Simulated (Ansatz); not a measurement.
# AsH₃ (singlet): from Hartree-Fock to the top rungs at scale of all distances = 2.037, 6-31G

Aim: climb from Hartree-Fock through coupled cluster and multireference methods for AsH₃ (singlet) at one geometry and basis, and see what each rung misses.

Computed with Ansatz 0.2.0, Gaussian basis. Level: 6-31G, core rule «outside noble gas», up to 14 orbitals frozen.

The runs, in order: UHF; CCSD(T) on RHF; CCSD(T) on UHF; BCCD(T) on RHF; CISD; CCSDT(Q) on RHF; CCSDT(Q) on UHF; CCSDTQ on RHF; CASSCF and MRCISD+Q, 2 electrons in 2 orbitals; CASSCF and NEVPT2, 2 electrons in 2 orbitals; CASSCF and MRCISD+Q, 8 electrons in 7 orbitals; CASSCF and NEVPT2, 8 electrons in 7 orbitals; Full CI.

14 further runs of the same task are left out: 14 that didn't finish.

### Step 1. The geometry

The geometry derives from a PBE0/def2-TZVP stationary point (not a proven minimum). All distances are scaled together. No spin-orbit coupling is included. The filled d shell of As may be among the frozen orbitals whatever the setting's name suggests; the logs give the count.

4 atoms, charge 0, spin multiplicity 1.

Atoms are counted from 1 here; the program's logs count them from 0.

No contacts short enough for the rule that draws bonds.

### Step 2. UHF

Input file in.yaml:

```yaml
crystal:
  periodic: [false, false, false]
  atoms:
    - {symbol: As, position_ang: [0.000368, 0.000036, -0.066967]}
    - {symbol: H, position_ang: [2.565187, 0.028507, 1.673401]}
    - {symbol: H, position_ang: [-1.321717, 2.213856, 1.653232]}
    - {symbol: H, position_ang: [-1.270794, -2.245021, 1.651130]}
basis:
  gaussian: {orbitals: 6-31G}
magnetization: {spin_polarized: true, initial_magnetization: 0}
hamiltonian: {xc: hf}
output: {orbitals: {seedname: orbitals}}
```

On the command line:

```console
$ ansatz run in.yaml --threads 1 --pin off --events-out ev --progress --plain --max-ram 2393MiB
```

The runs that follow: CCSD(T) on RHF; CCSD(T) on UHF; BCCD(T) on RHF; CISD; CCSDT(Q) on RHF; CCSDT(Q) on UHF; CCSDTQ on RHF; CASSCF and MRCISD+Q, 2 electrons in 2 orbitals; CASSCF and NEVPT2, 2 electrons in 2 orbitals; CASSCF and MRCISD+Q, 8 electrons in 7 orbitals; CASSCF and NEVPT2, 8 electrons in 7 orbitals; Full CI.

**Question.** What will the summary of the whole plan be? Wanted: FCI below the RHF energy; RMP2 from FCI; UMP2 from FCI; RCCSD from FCI; RCCSD(T) from FCI; UCCSD(T) from FCI; RCCSDT(Q) from FCI; UCCSDT(Q) from FCI; NEVPT2 valence from FCI.

As calculated:

```
                         quantity                             value
         FCI below the RHF energy                        -9.0164 eV
                    RMP2 from FCI                     +370.9 kJ/mol
                    UMP2 from FCI                      +35.3 kJ/mol
                   RCCSD from FCI                     -201.3 kJ/mol
                RCCSD(T) from FCI                     -309.2 kJ/mol
                UCCSD(T) from FCI                      +10.0 kJ/mol
               RCCSDT(Q) from FCI                     +240.4 kJ/mol
               UCCSDT(Q) from FCI                       +5.7 kJ/mol
          NEVPT2 valence from FCI                      +14.5 kJ/mol
        MRCISD+Q valence from FCI                       +0.2 kJ/mol
levels within 1 kcal/mol (43 meV)  MRCISD valence, MRCISD+Q valence
                    T1 diagnostic                             0.068
   effectively unpaired electrons                              4.62
```

**Reading.** RCCSD(T) misses by -309.2 kJ/mol, 35.5 % of the correlation energy. CCSD(T) misses by -309.2 kJ/mol on the restricted determinant and by +10.0 kJ/mol on the unrestricted one; the two need not hold the same state or core. RCCSD, RCCSD(T), BCCD(T), RCCSDT fall below full CI, which methods that aren't variational can do. With 4.6 effectively unpaired electrons against 0 the state is strongly multireference. Of the multireference levels listed MRCISD+Q valence comes nearest in total energy (+0.2 kJ/mol), which doesn't show that its space is the better one. These misses are within one basis, not against nature.
